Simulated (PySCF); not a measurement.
# C10H12O (p-isopropenylanisole): the cost of one run

Programs: PySCF 2.14.0, with routines of our own; each step states its level. All values are computed. Atoms count from 0.

### 1 The starting structure

23 atoms, charge 0, multiplicity 1; geometry from: GFN2-xTB.

### 2 Relaxing the molecule at PBE0-D3(BJ)/def2-SVP

Job settings and geometry (Å):

```
{"job": {"xc": "PBE0", "basis": "def2-SVP", "d3": "d3bj", "grid": 2, "kind": "geom"}, "charge": 0, "multiplicity": 1}
C     -3.043118    -0.949323     0.761856
C     -2.388932     0.022898     0.133995
C     -3.124060     1.103858    -0.605280
C     -0.919716     0.102589     0.139388
C     -0.138998    -1.049347     0.134774
C      1.242953    -0.992334     0.134239
C      1.887575     0.239091     0.138479
O      3.238989     0.419486     0.133474
C      4.068524    -0.715096     0.101624
C      1.116396     1.401831     0.140109
C     -0.258562     1.332216     0.133476
H     -2.536524    -1.710587     1.329511
H     -4.118831    -1.004847     0.747703
H     -4.164065     0.824908    -0.753418
H     -2.663336     1.285380    -1.574526
H     -3.100611     2.034733    -0.039480
H     -0.619661    -2.015774     0.108141
H      1.804149    -1.913737     0.124901
H      5.088913    -0.334798     0.090793
H      3.896211    -1.313347    -0.799146
H      3.928454    -1.344082     0.986854
H      1.625106     2.353153     0.142603
H     -0.825609     2.250116     0.141470
```

Command:

```
OMP_NUM_THREADS=1 python excited_run.py task.json out
```

This one command runs all jobs of the session in turn.

**Question.** How long does this first job take on 1 thread of Intel Xeon 6975P-C, shared host, and how much memory does it need?

About 2.6 min, with a peak of 1 GiB.
